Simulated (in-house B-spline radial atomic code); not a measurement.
# V: ionisation energy by several methods

The task here is to estimate one member of a computed series from the others.

Method: scalar-relativistic (X2C), several functionals, spin-polarised, exact exchange averaged over the configuration; spherical all-electron atom at the radial basis limit. Code: in-house B-spline radial atomic code version 1.

## Starting point

| Property | Result |
| --- | --- |
| element | vanadium (Z = 23) |
| charge | 0 |
| electrons | 23 |
| configuration | [Ar] 3d3 4s2 |
| nucleus | Fermi, rms radius 3.600 fm |

Outer shells as boxes (Hund's rule):

[Ar] 3d3 4s2
```
[Ar] core
3d [↑ ][↑ ][↑ ][  ][  ]
4s [↑↓]
```

Where spins are not typed, each open shell is filled with up spins first.

The first run:

Input settings:

```ini
Z = 23
electrons = 23.0
configuration = [Ar] 3d3 4s2
hamiltonian = x2c
method = wb97x
spin_polarised = True
nucleus = fermi
rms_radius = 3.6002
mass_number = 51
atomic_mass = 50.943957664
speed_of_light = 137.035999084
exact_exchange = averaged over the configuration
```

Run with:

```console
> python run_scf.py task.json out
```

The settings of every run stand in task.json; they run in order.

Steps of the session up to this table: ωB97X, a range-separated hybrid; B97-1, a global hybrid; PBE0, a global hybrid; BHandHLYP, a global hybrid; TPSSh, a global hybrid.

One of the session's tables, all rows but one given; the rest of the session is left out.

```
   method  ΔSCF (eV)
    B97-1          ?
     PBE0      5.908
BHandHLYP      6.237
    TPSSh      5.747
    ωB97X      6.303
```

Estimate the missing values for B97-1.

The run gave: ΔSCF (eV): 6.312. In the column «ΔSCF (eV)» it is the highest.
